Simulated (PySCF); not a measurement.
# As²⁺ at other levels of theory

What do other methods print for As²⁺?

Method: each script names its method and basis; program: PySCF 2.14.0.

3 further runs of the same task are left out: 3 that didn't finish.

**1. The atom**

As²⁺: 1 atom, charge 2, spin multiplicity 2.

**2. Base script**

File input.py:

```python
from pyscf import gto, scf, mp

mol = gto.M(
    atom='As 0 0 0',
    basis='cc-pvdz-dk',
    charge=2,
    spin=1,
    symmetry=True,
    verbose=4,
)
mf = scf.UHF(mol)
mf = mf.sfx2c1e()
mf.kernel()
mp.MP2(mf, frozen=9).kernel()
mf.dip_moment()
print('orbital energies (hartree):', [e[max(0, n-3):n+3].round(4) for e, n in zip(mf.mo_energy, mol.nelec)])
```

Launch:

```console
> OMP_NUM_THREADS=1 python input.py
```

The log of this run is left out.

It gives: E(SCF) = -2257.919446 Eh, 7 cycles, E(MP2) − E(SCF) = -0.04697 Eh, ⟨S²⟩ = 0.750.

**3. Blyp (UKS)**

Run 1 changes functional: none (Hartree–Fock) → blyp; SCF type: UHF → UKS; step after the SCF: mp2 → analyze.

File input.py:

```python
from pyscf import gto, dft

mol = gto.M(
    atom='As 0 0 0',
    basis='cc-pvdz-dk',
    charge=2,
    spin=1,
    symmetry=True,
    verbose=4,
)
mf = dft.UKS(mol, xc='blyp')
mf = mf.sfx2c1e()
mf.kernel()
mf.analyze()
print('orbital energies (hartree):', [e[max(0, n-3):n+3].round(4) for e, n in zip(mf.mo_energy, mol.nelec)])
```

Launch:

```console
> OMP_NUM_THREADS=1 python input.py
```

**4. RHF**

Run 2 changes SCF type: UHF → RHF.

File input.py:

```python
from pyscf import gto, scf, mp

mol = gto.M(
    atom='As 0 0 0',
    basis='cc-pvdz-dk',
    charge=2,
    spin=1,
    symmetry=True,
    verbose=4,
)
mf = scf.RHF(mol)
mf = mf.sfx2c1e()
mf.kernel()
mp.MP2(mf, frozen=9).kernel()
mf.dip_moment()
print('orbital energies (hartree):', mf.mo_energy[..., max(0, mol.nelec[1]-3):mol.nelec[0]+3].round(4))
```

**5. Polarisability**

Run 3 changes step after the SCF: mp2 → polarizability.

input.py: that of step 2 with these lines changed.

```diff
@@ -1,2 +1,3 @@
-from pyscf import gto, scf, mp
+from pyscf import gto, scf
+from pyscf.prop.polarizability import uhf as pol
 
@@ -13,3 +14,4 @@
 mf.kernel()
-mp.MP2(mf, frozen=9).kernel()
+print('polarizability (a.u.)')
+print(pol.Polarizability(mf).polarizability().round(4))
 mf.dip_moment()
```

**6. Frozen orbitals 10**

Run 4 changes frozen orbitals: 9 → 10.

input.py: that of step 2 with these lines changed.

```diff
@@ -13,3 +13,3 @@
 mf.kernel()
-mp.MP2(mf, frozen=9).kernel()
+mp.MP2(mf, frozen=10).kernel()
 mf.dip_moment()
```

**Question.** What will these runs give? Wanted: for each run, E(SCF); from base; gap, α spin; after the SCF.

The runs gave:

```
               run  E(SCF) (hartree)  from base (eV)  cycles  gap, α spin (eV)                           after the SCF
              base      -2257.919446               0       7              9.90  MP2 correlation -1.278 eV, core frozen
        blyp (UKS)      -2259.685684  not comparable       6              0.01                                     n/a
               RHF      -2257.919297         +0.0041       7               n/a  MP2 correlation -1.282 eV, core frozen
    polarisability      -2257.919446          0.0000       7              9.90                                     n/a
frozen orbitals 10      -2257.919446          0.0000       7              9.90  MP2 correlation -1.169 eV, core frozen
```

Total energies of different functionals can't be compared with each other; differences within one functional can.
